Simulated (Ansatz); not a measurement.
**Cl₂GeH₄OSi: up Jacob's ladder to CCSD(T)**

Aim: compute Cl₂GeH₄OSi with functionals from several rungs and with coupled cluster. The yardstick is the atomisation energy at the CCSD(T) limit.

The runs use Ansatz 0.2.0, Gaussian basis; functionals in def2-TZVPP, the program's frozen cores in correlated methods.

Plan: PBE-D4, r2SCAN-D4, PBE0-D4, B3LYP-D4, ωB97X-V, ωB97M-V, B2PLYP; CCSD(T)/def2-TZVPP; MP2/def2-QZVPP; extrapolation to the limit.

### Step 1. The relaxed structure

All runs share one geometry, relaxed beforehand with PBE0-D4 in a triple-zeta def2 set.

SMILES `Cl[SiH2][O][GeH2][Cl]`, 9 atoms, charge 0, spin multiplicity 1.

Atoms are counted from 1 here; the program's logs count them from 0.

Bond lengths: Cl1–Si2 2.057 Å, Si2–O3 1.626 Å, Si2–H6 1.478 Å, Si2–H7 1.477 Å, O3–Ge4 1.766 Å, Ge4–Cl5 2.146 Å, Ge4–H8 1.529 Å, Ge4–H9 1.527 Å. Angles: Cl1–Si2–O3 110.1°, Cl1–Si2–H6 106.9°, Cl1–Si2–H7 108.0°, O3–Si2–H6 111.5°, O3–Si2–H7 108.0°, H6–Si2–H7 112.3°, Si2–O3–Ge4 134.9°, O3–Ge4–Cl5 107.5°, O3–Ge4–H8 109.5°, O3–Ge4–H9 106.2°, Cl5–Ge4–H8 108.1°, Cl5–Ge4–H9 108.7°, H8–Ge4–H9 116.5°.

As a file:

| atom | x (Å) | y (Å) | z (Å) |
| --- | --- | --- | --- |
| Cl1 | -0.9743 | -2.2786 | 0.5486 |
| Si2 | -0.6755 | -0.9684 | -1.0085 |
| O3 | -0.4453 | 0.5354 | -0.4352 |
| Ge4 | 0.4834 | 1.2336 | 0.8952 |
| Cl5 | 2.4431 | 0.3612 | 0.8438 |
| H6 | 0.5052 | -1.4499 | -1.7559 |
| H7 | -1.8975 | -0.9589 | -1.8376 |
| H8 | -0.1694 | 0.8576 | 2.2256 |
| H9 | 0.6045 | 2.7257 | 0.5931 |

### Step 2. PBE-D4 (GGA)

The input, in.yaml:

```yaml
crystal:
  periodic: [false, false, false]
  atoms:
    - {symbol: Cl, position_ang: [-0.974345, -2.278563, 0.548558]}
    - {symbol: Si, position_ang: [-0.675539, -0.968427, -1.008455]}
    - {symbol: O, position_ang: [-0.445320, 0.535391, -0.435220]}
    - {symbol: Ge, position_ang: [0.483354, 1.233630, 0.895235]}
    - {symbol: Cl, position_ang: [2.443062, 0.361173, 0.843788]}
    - {symbol: H, position_ang: [0.505160, -1.449934, -1.755947]}
    - {symbol: H, position_ang: [-1.897480, -0.958900, -1.837590]}
    - {symbol: H, position_ang: [-0.169405, 0.857622, 2.225552]}
    - {symbol: H, position_ang: [0.604513, 2.725705, 0.593078]}
basis:
  gaussian: {orbitals: def2-TZVPP}
hamiltonian: {xc: pbe, dispersion: d4}
output: {forces: true, orbitals: {seedname: orbitals}}
```

The runs that follow: r2SCAN-D4 (meta-GGA); PBE0-D4 (hybrid); B3LYP-D4 (hybrid); ωB97X-V (range-separated); ωB97M-V (range-separated); B2PLYP (double hybrid); CCSD(T) in def2-TZVPP; MP2 in def2-QZVPP.

**Question.** What will the summary of the whole plan be? Wanted: atomisation energy, CCSD(T)/CBS; farthest; mean size of error, hybrid; mean size of error, range-separated; gap, smallest and largest; T1 diagnostic; triples share of the correlation energy.

**Answer**, as computed:

| quantity | value |
| --- | --- |
| atomisation energy, CCSD(T)/CBS | 29.931 eV |
| functionals within 0.299 eV (1.0 %) | PBE-D4, r2SCAN-D4, ωB97X-V, ωB97M-V |
| farthest | B2PLYP (-0.723 eV) |
| mean size of error, hybrid | 0.578 eV |
| mean size of error, range-separated | 0.119 eV |
| gap, smallest and largest | 6.21 eV (PBE-D4), 13.16 eV (ωB97X-V) |
| T1 diagnostic | 0.0107 |
| triples share of the correlation energy | 3.8 % |

**Reading.** PBE-D4 misses by -0.281 eV. Double hybrids carry the basis error of their MP2 part in triple zeta, and no dispersion term here, so their miss is partly the set-up's. The reference freezes the cores and leaves out relativity and excitations past (T), and its outer-core shells are covered unevenly, so misses under about 0.299 eV can't be ranked. Hartree-Fock recovers 73 % of the binding; the rest is correlation. Orbital gaps span 6.2 to 13.2 eV; exact exchange widens them. Correlated methods include outer-core shells of Ge, which these sets cover unevenly.
